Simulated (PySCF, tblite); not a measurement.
# C4H11GeNS2: geometry, infrared bands and NMR shifts

Aim: predict the infrared bands and NMR shifts of C4H11GeNS2 (`C=CCC[S][Ge@H]([NH2])[SH]`).

Programs: tblite 0.8.0 and PySCF 2.14.0, with density-fitted response routines of our own. Each step states its level of theory. These are calculated values for one molecule in the gas phase, unless marked as measured. Atoms are numbered from 0 throughout.

## 1. Starting geometry

19 atoms, charge 0, multiplicity 1; geometry from: force field or distance geometry start.

Bonds of the start (Å): C0–C1 1.32, C1–C2 1.50, C2–C3 1.50, C3–S4 1.83, S4–Ge5 2.22, Ge5–N6 1.80, Ge5–S7 2.24, C0–H8 1.07, C0–H9 1.12, C1–H10 1.09, C2–H11 1.12, C2–H12 1.09, C3–H13 1.09, C3–H14 1.13, Ge5–H15 1.58, N6–H16 1.02, N6–H17 1.02, S7–H18 1.43.

## 2. Geometry optimisation with GFN2-xTB

Job settings and geometry (Å):

```
{"job": {"kind": "relax", "xc": "GFN2-xTB", "basis": "xTB"}, "charge": 0, "multiplicity": 1}
C     -3.028500     0.695200     0.282600
C     -2.927100    -0.607500     0.066800
C     -1.613600    -1.324500     0.012800
C     -0.473400    -0.359700     0.196100
S      1.119700    -1.259300     0.126400
Ge     2.706100     0.263700     0.418500
N      2.119200     1.898600    -0.050900
S      4.479000    -0.429200    -0.753300
H     -2.199500     1.361900     0.422200
H     -4.070200     1.094100     0.314600
H     -3.825600    -1.208200    -0.053300
H     -1.592100    -2.095200     0.822400
H     -1.489100    -1.836900    -0.937600
H     -0.433200     0.398300    -0.585100
H     -0.549500     0.161100     1.192700
H      3.164600     0.232400     1.927100
H      1.116000     2.096800    -0.055500
H      2.751300     2.691700     0.001800
H      4.736100    -1.764000    -0.325400
```

Command:

```
$ OMP_NUM_THREADS=1 python probes_run.py task.json out
```

One launch serves the whole session: the jobs run in the order shown.

The log of the run:

```text
step      E/eV     max force
  0    -694.37507    1.755
  1    -694.51823    1.205
  2    -694.58805    0.600
  3    -694.62345    0.753
  4    -694.65622    0.801
  5    -694.68168    0.594
  6    -694.69810    0.348
  7    -694.71419    0.398
  8    -694.72835    0.396
  9    -694.74245    0.260
 10    -694.75250    0.215
 11    -694.75891    0.170
 12    -694.76370    0.180
 13    -694.76725    0.139
 14    -694.77006    0.117
 15    -694.77241    0.110
 16    -694.77424    0.120
 17    -694.77575    0.102
 18    -694.77715    0.090
 19    -694.77868    0.099
 20    -694.78037    0.099
 21    -694.78201    0.098
 22    -694.78368    0.103
 23    -694.78566    0.121
 24    -694.78790    0.137
 25    -694.78990    0.109
 26    -694.79131    0.095
 27    -694.79238    0.090
 28    -694.79362    0.104
 29    -694.79522    0.110
 30    -694.79707    0.161
 31    -694.79912    0.176
 32    -694.80131    0.147
 33    -694.80330    0.131
 34    -694.80480    0.188
 35    -694.80636    0.114
 36    -694.80752    0.256
 37    -694.80907    0.103
 38    -694.81073    0.145
 39    -694.81290    0.152
 40    -694.81393    0.095
 41    -694.81488    0.072
 42    -694.81582    0.096
 43    -694.81671    0.199
 44    -694.81807    0.117
 45    -694.81934    0.084
 46    -694.82095    0.078
 47    -694.82136    0.067
 48    -694.82195    0.063
 49    -694.82263    0.074
 50    -694.82330    0.072
 51    -694.82432    0.060
 52    -694.82525    0.074
 53    -694.82621    0.100
 54    -694.82751    0.079
 55    -694.82906    0.091
 56    -694.83039    0.141
 57    -694.83102    0.050
 58    -694.83150    0.082
 59    -694.83190    0.045
 60    -694.83224    0.056
 61    -694.83267    0.049
 62    -694.83307    0.050
 63    -694.83340    0.050
 64    -694.83363    0.048
 65    -694.83382    0.048
 66    -694.83402    0.051
 67    -694.83425    0.078
 68    -694.83453    0.065
 69    -694.83483    0.081
 70    -694.83519    0.059
 71    -694.83550    0.052
 72    -694.83588    0.074
 73    -694.83612    0.144
 74    -694.83715    0.095
 75    -694.83870    0.108
 76    -694.82548    0.886
 77    -694.84030    0.261
 78    -694.84124    0.210
 79    -694.84285    0.079
 80    -694.84412    0.363
 81    -694.84550    0.150
 82    -694.84716    0.106
 83    -694.84875    0.585
 84    -694.85243    0.087
 85    -694.85462    0.089
 86    -694.82672    1.094
 87    -694.85674    0.079
 88    -694.85809    0.095
 89    -694.85096    0.713
 90    -694.86102    0.100
 91    -694.86240    0.124
 92    -694.86262    0.415
 93    -694.86514    0.152
 94    -694.86619    0.145
 95    -694.87000    0.374
 96    -694.87285    0.069
 97    -694.87454    0.068
 98    -694.87601    0.232
 99    -694.87737    0.073
100    -694.87823    0.073
101    -694.87974    0.080
102    -694.88058    0.093
103    -694.88224    0.097
104    -694.88396    0.174
105    -694.88624    0.184
106    -694.88914    0.145
107    -694.89151    0.121
108    -694.89334    0.095
109    -694.89414    0.107
110    -694.89472    0.085
111    -694.89538    0.070
112    -694.89657    0.056
113    -694.89734    0.087
114    -694.89793    0.098
115    -694.89838    0.073
116    -694.89888    0.049
117    -694.89935    0.049
118    -694.89968    0.047
119    -694.89991    0.044
120    -694.90018    0.035
121    -694.90055    0.042
122    -694.90076    0.036
123    -694.90092    0.024
124    -694.90104    0.019
125    -694.90115    0.023
126    -694.90124    0.025
127    -694.90131    0.019
128    -694.90138    0.019
129    -694.90149    0.026
130    -694.90164    0.034
131    -694.90179    0.032
132    -694.90191    0.030
133    -694.90203    0.030
134    -694.90217    0.026
135    -694.90235    0.032
136    -694.90255    0.036
137    -694.90272    0.032
138    -694.90287    0.030
139    -694.90304    0.036
140    -694.90327    0.040
141    -694.90354    0.036
142    -694.90380    0.046
143    -694.90404    0.045
144    -694.90433    0.050
145    -694.90472    0.055
146    -694.90523    0.056
147    -694.90570    0.047
148    -694.90600    0.034
149    -694.90615    0.033
150    -694.90626    0.035
151    -694.90637    0.021
152    -694.90651    0.017
153    -694.90656    0.017
154    -694.90664    0.014
155    -694.90668    0.013
156    -694.90672    0.013
157    -694.90675    0.014
158    -694.90678    0.011
159    -694.90682    0.011
160    -694.90685    0.011
161    -694.90688    0.012
162    -694.90692    0.017
163    -694.90699    0.019
164    -694.90708    0.022
165    -694.90721    0.029
166    -694.90737    0.037
167    -694.90756    0.045
168    -694.90781    0.050
169    -694.90811    0.048
170    -694.90845    0.051
171    -694.90877    0.045
172    -694.90905    0.028
173    -694.90928    0.047
174    -694.90949    0.042
175    -694.90973    0.053
176    -694.91008    0.047
177    -694.91045    0.033
178    -694.91080    0.037
179    -694.91104    0.035
180    -694.91114    0.030
181    -694.91123    0.024
182    -694.91128    0.017
183    -694.91133    0.013
184    -694.91134    0.012
185    -694.91135    0.009
```

It took 3 s on 1 thread of Arm Neoverse N1, shared host; peak memory 0.18 GiB.

Along the way: (not every step is listed) (the energy doesn't fall at every step)

```tsv
step	energy from step 0 (eV)	largest force (eV/Å)
0	0.0000	1.7550
1	-0.1432	1.2046
2	-0.2130	0.5997
3	-0.2484	0.7529
4	-0.2811	0.8009
5	-0.3066	0.5938
6	-0.3230	0.3483
7	-0.3391	0.3976
8	-0.3533	0.3965
25	-0.4148	0.1086
42	-0.4407	0.0958
59	-0.4568	0.0450
76	-0.4504	0.8864
93	-0.4901	0.1520
110	-0.5196	0.0854
127	-0.5262	0.0189
144	-0.5293	0.0501
161	-0.5318	0.0117
178	-0.5357	0.0366
180	-0.5361	0.0304
181	-0.5362	0.0238
182	-0.5362	0.0174
183	-0.5363	0.0133
184	-0.5363	0.0124
185	-0.5363	0.0088
```

Distances of close pairs at the start and the end, largest changes first:

```tsv
bond	before (Å)	after (Å)	change (Å)
S7–H18	1.425	1.323	-0.102
Ge5–H15	1.577	1.531	-0.046
C0–H9	1.116	1.077	-0.039
C3–H14	1.127	1.090	-0.037
Ge5–N6	1.799	1.826	+0.027
C2–H11	1.118	1.095	-0.023
C2–C3	1.505	1.517	+0.013
N6–H16	1.023	1.011	-0.012
```

The final coordinates are the input of the step that follows.

## 3. Vibrational analysis with GFN2-xTB

Job settings and geometry (Å):

```
{"job": {"kind": "ir", "xc": "GFN2-xTB", "basis": "xTB"}, "charge": 0, "multiplicity": 1}
C     -3.153030     0.567765     0.562614
C     -2.918137    -0.656921     0.131021
C     -1.581640    -1.261195    -0.175757
C     -0.407572    -0.332238     0.071067
S      1.145264    -1.199834    -0.380755
Ge     2.578953     0.254954     0.495926
N      2.147005     1.909058    -0.146329
S      4.694269    -0.347918     0.067706
H     -2.369809     1.282591     0.747459
H     -4.155974     0.910504     0.751892
H     -3.746913    -1.333309    -0.038014
H     -1.457787    -2.167108     0.426196
H     -1.573983    -1.578599    -1.223530
H     -0.476148     0.563259    -0.544153
H     -0.344336    -0.052358     1.122545
H      2.352172     0.408616     2.001997
H      2.675130     2.678087     0.242483
H      2.153414     2.007726    -1.153902
H      4.429318    -1.643829     0.064401
```

The log of the run:

```text
mode    cm-1     km/mol
  1      15.8      0.06
  2      27.5      0.02
  3      51.0      0.36
  4      93.2     14.32
  5     104.9      3.65
  6     123.3     30.09
  7     128.0      0.68
  8     156.2      7.24
  9     160.8     13.14
 10     191.1     27.27
 11     209.4      9.21
 12     259.6      1.62
 13     358.5     21.38
 14     405.5     47.63
 15     517.1      4.58
 16     544.9    209.75
 17     557.3      4.75
 18     596.8    177.35
 19     613.2     99.83
 20     669.5     22.03
 21     679.5    178.65
 22     753.5      0.76
 23     781.9      2.93
 24     800.2    142.14
 25     898.0     12.44
 26     953.2      5.33
 27     986.6      2.29
 28    1014.3      2.84
 29    1022.7     10.93
 30    1117.3      1.35
 31    1124.5      4.44
 32    1215.7      1.54
 33    1247.1      1.04
 34    1296.8     11.85
 35    1334.4     10.47
 36    1417.3      1.26
 37    1450.9      0.45
 38    1467.1      7.50
 39    1484.1     37.58
 40    1722.7     24.72
 41    1766.0    367.43
 42    2463.1     86.16
 43    2937.4     13.62
 44    2961.0     15.64
 45    2972.0     18.64
 46    2992.1     12.53
 47    3049.1     42.90
 48    3111.7     17.23
 49    3132.2     60.70
 50    3405.8      5.57
 51    3438.3      0.26
```

Run time: 1.6 s. Hardware: 1 thread of Arm Neoverse N1, shared host; peak memory 0.18 GiB.

Which atoms move in the most intense modes:

```tsv
cm⁻¹	km/mol	atoms
545	209.8	N6 58 %, H17 17 %, H16 11 %
597	177.3	H15 80 %
613	99.8	H15 71 %, H17 17 %
680	178.7	H18 57 %, H16 16 %
800	142.1	H17 40 %, H16 24 %, H15 22 %, N6 12 %
1766	367.4	H15 98 %
2463	86.2	H18 97 %
3132	60.7	H8 54 %, H9 35 %
```

## 4. NMR shieldings: PBE0/pcSseg-1

The job, as its differences from that of step 3:

```diff
@@ -1,2 +1,2 @@
-{"job": {"kind": "ir", "xc": "GFN2-xTB", "basis": "xTB"}, "charge": 0, "multiplicity": 1}
+{"job": {"kind": "nmr", "xc": "PBE0", "basis": "pcSseg-1"}, "charge": 0, "multiplicity": 1}
 C     -3.153030     0.567765     0.562614
```

Level: GIAO PBE0/pcSseg-1 NMR shielding, non-relativistic, gas phase.

The log of the run:

```text
coarse grid: 73080 points
cycle   1  E = -3086.0279158500  dE =  7.427e-02  |g| = 1.017e+00  |ddm| = 4.074e+00
cycle   2  E = -3085.9470159473  dE =  8.090e-02  |g| = 1.186e+00  |ddm| = 1.440e+00
cycle   3  E = -3086.1414783955  dE = -1.945e-01  |g| = 1.413e-01  |ddm| = 9.566e-01
cycle   4  E = -3086.1454963235  dE = -4.018e-03  |g| = 5.612e-02  |ddm| = 1.740e-01
cycle   5  E = -3086.1461512642  dE = -6.549e-04  |g| = 1.099e-02  |ddm| = 5.204e-02
cycle   6  E = -3086.1461794567  dE = -2.819e-05  |g| = 3.087e-03  |ddm| = 1.591e-02
cycle   7  E = -3086.1461820014  dE = -2.545e-06  |g| = 6.787e-04  |ddm| = 3.999e-03
final grid: 151448 points
cycle   8  E = -3086.1461852947  dE =  3.617e-09  |g| = 8.196e-04  |ddm| = 2.077e-03
cycle   9  E = -3086.1461851855  dE =  1.091e-07  |g| = 1.063e-03  |ddm| = 1.791e-03
cycle  10  E = -3086.1461854572  dE = -2.716e-07  |g| = 1.056e-04  |ddm| = 1.026e-03
cycle  11  E = -3086.1461854597  dE = -2.576e-09  |g| = 1.235e-05  |ddm| = 9.936e-05
cycle  12  E = -3086.1461854598  dE = -2.774e-11  |g| = 3.973e-06  |ddm| = 1.685e-05
converged SCF energy = -3086.1461854598

GIAO shielding tensors (ppm)
atom      isotropic    diamagn.    paramagn.     s11        s22        s33       span
  0 C       68.186     255.956    -187.770    -43.317     75.955    171.920    215.238
  1 C       41.141     254.062    -212.921    -77.813     44.340    156.895    234.708
  2 C      149.730     249.454     -99.724    136.172    139.924    173.093     36.920
  3 C      155.733     255.562     -99.828    136.516    160.585    170.099     33.583
  4 S      607.500    1059.911    -452.411    473.545    528.035    820.920    347.375
  5 Ge    1257.802    2758.624   -1500.823   1179.214   1278.534   1315.657    136.442
  6 N      237.601     317.018     -79.417    208.842    247.798    256.163     47.321
  7 S      704.450    1055.731    -351.281    620.730    653.962    838.658    217.928
  8 H       26.477      34.154      -7.677     23.990     24.122     31.318      7.329
  9 H       26.336      27.009      -0.673     24.385     25.053     29.569      5.184
 10 H       25.321      27.543      -2.222     23.017     25.103     27.844      4.826
 11 H       29.362      31.148      -1.786     24.025     29.762     34.298     10.273
 12 H       29.346      31.477      -2.131     23.996     29.739     34.304     10.308
 13 H       28.576      36.053      -7.477     20.943     30.500     34.286     13.343
 14 H       29.065      35.826      -6.761     22.423     30.216     34.555     12.132
 15 H       25.402      29.701      -4.299     18.711     20.651     36.844     18.133
 16 H       30.983      29.384       1.599     23.179     26.139     43.630     20.451
 17 H       31.274      32.052      -0.778     24.435     27.370     42.017     17.583
 18 H       31.125      29.962       1.163     22.003     29.104     42.268     20.265
```

It took 97 s on 1 thread of Arm Neoverse N1, shared host; peak memory 1.1 GiB.

The references, computed at this level on geometries of the same kind, shield at (ppm): ¹H TMS 31.72, ¹³C TMS 186.9, ¹⁵N NH3 267.7, ³³S CS2 504, ⁷³Ge GeMe4 1331. Their shielding less the atom's gives the shift. The references are single molecules in the gas phase, so shifts against H2O, NH3, PH3, H3PO4 or CFCl3 are not on the usual liquid scales and can be off by tens of ppm. Atoms listed in one row are averaged.

```tsv
atoms	environment	σ (ppm)	δ (ppm)
C1	alkene CH	41.1	145.8
C0	terminal =CH2 carbon	68.2	118.7
C2	allylic sp3 CH2	149.7	37.2
C3	sp3 CH2 bonded to S	155.7	31.2
H10	hydrogen on an alkene CH	25.32	6.40
H15	hydrogen on a germanium bonded to N, 2 S	25.40	6.32
H9	hydrogen on a terminal =CH2 carbon	26.34	5.38
H8	hydrogen on a terminal =CH2 carbon	26.48	5.24
H13	hydrogen on an sp3 CH2 bonded to S	28.58	3.14
H14	hydrogen on an sp3 CH2 bonded to S	29.06	2.65
H12	hydrogen on an allylic sp3 CH2	29.35	2.37
H11	hydrogen on an allylic sp3 CH2	29.36	2.36
H18	hydrogen on a sulfur bonded to Ge	31.12	0.59
H16, H17	hydrogen on a nitrogen bonded to Ge	31.13	0.59
S4	sulfur bonded to C, Ge	607	-104
S7	sulfur bonded to Ge, H	704	-201
Ge5	germanium bonded to N, 2 S, H	1258	73
N6	nitrogen bonded to Ge, 2 H	237.6	30.1
```

Charges from the same density, by scheme (e):

```tsv
atoms	Mulliken	IAO	Hirshfeld	ESP fit
C0	-0.16	-0.33	-0.11	-0.40
C1	-0.23	-0.13	-0.03	-0.20
C2	-0.16	-0.26	-0.07	0.01
C3	-0.39	-0.32	-0.07	-0.03
S4	-0.19	-0.18	-0.10	-0.37
Ge5	0.56	0.77	0.36	0.50
N6	-0.66	-0.80	-0.32	-1.02
S7	-0.30	-0.32	-0.16	-0.36
```

Mayer bond orders: C0–C1 2.00, C1–C2 1.06, C2–C3 1.03, C3–S4 0.97, S4–Ge5 1.01, Ge5–N6 0.97, Ge5–S7 1.03.

## 5. Results

| quantity | value |
| --- | --- |
| strongest single infrared mode (GFN2-xTB) | 1766 cm⁻¹, 367 km/mol |
| zero-point energy (GFN2-xTB) | 86.9 kcal/mol |
| ¹³C shifts against TMS (PBE0/pcSseg-1) | 145.8, 118.7, 37.2, 31.2 ppm |
| ¹H shifts against TMS (PBE0/pcSseg-1, means over atoms taken as alike) | 6.40, 6.32, 5.38, 5.24, 3.14, 2.65, 2.37, 2.36, 0.59, 0.59 ppm |
| ³³S shifts against CS2 (PBE0/pcSseg-1) | -104, -201 ppm |
| ⁷³Ge shifts against GeMe4 (PBE0/pcSseg-1) | 73 ppm |
| ¹⁵N shifts against NH3 (PBE0/pcSseg-1) | 30.1 ppm |

**Reading.** The optimisation took 185 steps and gained 0.536 eV; among the close pairs (by a distance rule), S7–H18 changed most, from 1.425 to 1.323 Å. All 51 modes are real, so the xTB geometry is a minimum. The strongest single mode, at 1766 cm⁻¹, moves mainly H15. Unscaled tight-binding wavenumbers are off by several per cent, some by more. Its intensities can rank the bands wrongly. C1 (alkene CH) lies farthest downfield among carbon, at 145.8 ppm; an sp2 carbon of a C=C bond. The most deshielded hydrogen is H10 (hydrogen on an alkene CH), at 6.40 ppm: olefinic region. At PBE0/pcSseg-1: The largest span, 347 ppm, is at S4, where the paramagnetic term is -452 ppm. Spin-orbit coupling is left out, which matters for shieldings and couplings at and beside the heavy atoms.
